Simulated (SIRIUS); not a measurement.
Set up this calculation in SIRIUS 7.10.0, as the native input.

* Task: single point
* Functional: PBE
* Potentials or basis: PseudoDojo 0.4.1 PBE standard (scalar relativistic)
* Cutoff: 1152 eV
* Density cutoff: 4606 eV
* k mesh: 10 × 10 × 10
* Occupations: fermi-dirac, width 0.05 eV
* Spin: no spin polarisation
* Libxc names: ["XC_GGA_X_PBE", "XC_GGA_C_PBE"]
* Energy tol: 1e-08 Ha
* Density tol: 1e-06
* Mixer: anderson
* Mixing beta: 0.7
* Max scf: 100
* Radial cutoff for the potentials' integrals: 6.5 bohr

Crystal: AlO.

```
Al O
1.0
     2.76919    0.00000    0.00000
     0.00000    2.76919    0.00000
     0.00000    0.00000    2.76919
Al O
1 1
Cartesian
  1.3506 1.3663 1.3732
  0.0009 0.0080 -0.0481
```

The cell was built by a generator and needn't be a form met in nature.

The cell isn't the ideal one: atoms moved at random, drawn with an rms of 0.05 Å.

The input as run:

sirius.json

```json
{
  "control": {
    "processing_unit": "cpu",
    "verbosity": 2,
    "num_bands_to_print": 11,
    "print_forces": true,
    "print_stress": true
  },
  "parameters": {
    "electronic_structure_method": "pseudopotential",
    "xc_functionals": ["XC_GGA_X_PBE", "XC_GGA_C_PBE"],
    "gk_cutoff": 9.2,
    "pw_cutoff": 18.4,
    "ngridk": [10, 10, 10],
    "shiftk": [0, 0, 0],
    "smearing": "fermi_dirac",
    "smearing_width": 0.0018374661,
    "num_bands": 11,
    "num_mag_dims": 0,
    "num_dft_iter": 100,
    "energy_tol": 1e-08,
    "density_tol": 1e-06
  },
  "iterative_solver": {
    "type": "davidson",
    "min_tolerance": 1e-09,
    "tolerance_scale": [0.1, 0.25]
  },
  "mixer": {
    "type": "anderson",
    "beta": 0.7,
    "max_history": 8
  },
  "settings": {
    "tol_ne": 1e-10,
    "pseudo_grid_cutoff": 6.5
  },
  "unit_cell": {
    "lattice_vectors": [
      [1.0, 0.0, 0.0],
      [0.0, 1.0, 0.0],
      [0.0, 0.0, 1.0]
    ],
    "lattice_vectors_scale": 5.2330106871,
    "atom_coordinate_units": "lattice",
    "atom_types": ["Al", "O"],
    "atom_files": {
      "O": "O.json",
      "Al": "Al.json"
    },
    "atoms": {
      "Al": [
        [0.487727, 0.493384, 0.495882]
      ],
      "O": [
        [0.00031, 0.002871, -0.017363]
      ]
    }
  }
}
```

Potentials or basis: PseudoDojo 0.4.1 PBE standard (scalar relativistic).

Launch:

```bash
$ upf_to_json O.upf
$ upf_to_json Al.upf
$ OMP_NUM_THREADS=1 sirius.scf --input=sirius.json --output=out.json --task=0
```

Results of the run:

```json
{
  "Pressure": "-0.5 GPa",
  "Largest force": "0.335 eV/Å",
  "Band gap on the k mesh": "none (metal or under the smearing width)"
}
```

Caveat: an odd number of electrons without spin polarisation forces a metal; a magnetic or distorted state may lie lower.

Run time: 3.6 min on 1 thread of Arm Neoverse V1, on a shared host, peak memory 1.6 GiB.
